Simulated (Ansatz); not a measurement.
# Zn4O4 wurtzite atom sphere (Zn4H14O4): the relaxed shape and its frontier levels

Aim: characterise Zn4O4 wurtzite atom sphere (Zn4H14O4) as a singlet: its structure, frontier levels and distribution of charge.

Computed with Ansatz 0.2.0, Gaussian basis. Level: RKS PBE0-D4/def2-TZVP.

The runs, in order: relaxation at r2SCAN-D4/def2-SVP; a single point at PBE0-D4/def2-TZVP.

1 further run of the same task is left out (it didn't finish).

### 1 The starting structure

22 atoms, charge 0, spin multiplicity 1.

Atoms are counted from 1 here; the program's logs count them from 0.

Bond lengths: Zn1–O2 1.994 Å, Zn1–O4 1.985 Å, Zn1–H9 1.582 Å, Zn1–H10 1.546 Å, O2–Zn6 2.006 Å, O2–H11 1.006 Å, O2–H12 0.939 Å, Zn3–O4 1.977 Å, Zn3–O5 1.979 Å, Zn3–H13 1.572 Å, Zn3–H14 1.541 Å, O4–Zn7 1.985 Å, O4–H15 0.990 Å, O5–Zn6 1.978 Å, O5–H16 0.977 Å, O5–H17 1.008 Å, Zn6–O8 2.003 Å, Zn6–H18 1.537 Å and more. Angles: O2–Zn1–O4 110.0°, O2–Zn1–H9 109.2°, O2–Zn1–H10 108.8°, O4–Zn1–H9 110.8°, O4–Zn1–H10 110.2°, H9–Zn1–H10 107.7°, Zn1–O2–Zn6 108.4°, Zn1–O2–H11 108.1°, Zn1–O2–H12 111.2°, Zn6–O2–H11 107.1°, Zn6–O2–H12 108.6°, H11–O2–H12 113.2°, O4–Zn3–O5 109.6°, O4–Zn3–H13 109.6°, O4–Zn3–H14 110.1°, O5–Zn3–H13 108.8°, O5–Zn3–H14 110.3°, H13–Zn3–H14 108.4° and more.

Coordinates:

```mol
H14O4Zn4
  3D, bonds by distance, orders not assigned

 22 23  0  0  0  0  0  0  0  0999 V2000
   -1.6212   -0.9266   -0.9655 Zn  0  0
   -1.6459   -0.9254    1.0281 O   0  0
    1.6183   -0.9303   -0.9650 Zn  0  0
    0.0044    0.0004   -1.6262 O   0  0
    1.6153   -0.9414    1.0142 O   0  0
    0.0090    0.0006    1.6809 Zn  0  0
   -0.0117    1.8741   -0.9704 Zn  0  0
   -0.0041    1.8974    1.0365 O   0  0
   -1.6670   -2.4192   -1.4864 H   0  0
   -2.8901   -0.2098   -1.4805 H   0  0
   -1.5946   -1.8796    1.3424 H   0  0
   -2.3959   -0.4673    1.3580 H   0  0
    1.6186   -2.4156   -1.4813 H   0  0
    2.8854   -0.2314   -1.4941 H   0  0
   -0.0011   -0.0142   -2.6159 H   0  0
    1.6278   -1.8624    1.3405 H   0  0
    2.4354   -0.4636    1.3529 H   0  0
   -0.0123    0.0110    3.2178 H   0  0
   -1.2442    2.5878   -1.4701 H   0  0
    1.2571    2.5852   -1.4885 H   0  0
   -0.7994    2.3440    1.3333 H   0  0
    0.7836    2.3429    1.3410 H   0  0
  1  2  8  0
  1  4  8  0
  1  9  8  0
  1 10  8  0
  2  6  8  0
  2 11  8  0
  2 12  8  0
  3  4  8  0
  3  5  8  0
  3 13  8  0
  3 14  8  0
  4  7  8  0
  4 15  8  0
  5  6  8  0
  5 16  8  0
  5 17  8  0
  6  8  8  0
  6 18  8  0
  7  8  8  0
  7 19  8  0
  7 20  8  0
  8 21  8  0
  8 22  8  0
M  END
```

The start is a built from a lattice or polyhedron geometry.

### 2 Optimising with r2SCAN-D4/def2-SVP

Input file in.yaml:

```yaml
crystal:
  periodic: [false, false, false]
  atoms:
    - {symbol: Zn, position_ang: [-1.621200, -0.926600, -0.965500]}
    - {symbol: O, position_ang: [-1.645900, -0.925400, 1.028100]}
    - {symbol: Zn, position_ang: [1.618300, -0.930300, -0.965000]}
    - {symbol: O, position_ang: [0.004400, 0.000400, -1.626200]}
    - {symbol: O, position_ang: [1.615300, -0.941400, 1.014200]}
    - {symbol: Zn, position_ang: [0.009000, 0.000600, 1.680900]}
    - {symbol: Zn, position_ang: [-0.011700, 1.874100, -0.970400]}
    - {symbol: O, position_ang: [-0.004100, 1.897400, 1.036500]}
    - {symbol: H, position_ang: [-1.667000, -2.419200, -1.486400]}
    - {symbol: H, position_ang: [-2.890100, -0.209800, -1.480500]}
    - {symbol: H, position_ang: [-1.594600, -1.879600, 1.342400]}
    - {symbol: H, position_ang: [-2.395900, -0.467300, 1.358000]}
    - {symbol: H, position_ang: [1.618600, -2.415600, -1.481300]}
    - {symbol: H, position_ang: [2.885400, -0.231400, -1.494100]}
    - {symbol: H, position_ang: [-0.001100, -0.014200, -2.615900]}
    - {symbol: H, position_ang: [1.627800, -1.862400, 1.340500]}
    - {symbol: H, position_ang: [2.435400, -0.463600, 1.352900]}
    - {symbol: H, position_ang: [-0.012300, 0.011000, 3.217800]}
    - {symbol: H, position_ang: [-1.244200, 2.587800, -1.470100]}
    - {symbol: H, position_ang: [1.257100, 2.585200, -1.488500]}
    - {symbol: H, position_ang: [-0.799400, 2.344000, 1.333300]}
    - {symbol: H, position_ang: [0.783600, 2.342900, 1.341000]}
basis:
  gaussian: {orbitals: def2-SVP}
hamiltonian: {xc: r2scan, dispersion: d4}
scf: {lower_state_search: "off"}
output: {orbitals: {seedname: orbitals}}
relax: {f_tol: 0.03, max_steps: 70}
```

Started as:

```console
$ ansatz run in.yaml --threads 2 --pin off --events-out ev --progress --plain --max-ram 32768MiB --backend cuda --devices 0, --max-vram 18GiB
```

The runs that follow: Single point, PBE0-D4/def2-TZVP.

Q: Predict the results of all the runs planned. Wanted: point group; commonest bond, hydrogen aside; HOMO, LUMO at PBE0-D4/def2-TZVP; dipole at r2SCAN-D4/def2-SVP.

**Answer**, as computed:

| quantity | value |
| --- | --- |
| point group | C1 |
| commonest bond, hydrogen aside | O–Zn, 7 of mean length 2.043 Å |
| HOMO, LUMO at PBE0-D4/def2-TZVP | -7.47, -0.79 eV |
| dipole at r2SCAN-D4/def2-SVP | 1.99 D |

In words: The relaxation broke 5 and made 5 bonds, so the end is another structure than the start. No usable vibrations, so a minimum isn't proven. The HOMO lies nearest to H20 56 %; Zn7 13 % and the LUMO to H15 18 %; O4 9 %. Whether this spin is the lowest isn't tested here. The point group is read from a loosely relaxed geometry; soft torsions can leave it below the true symmetry.
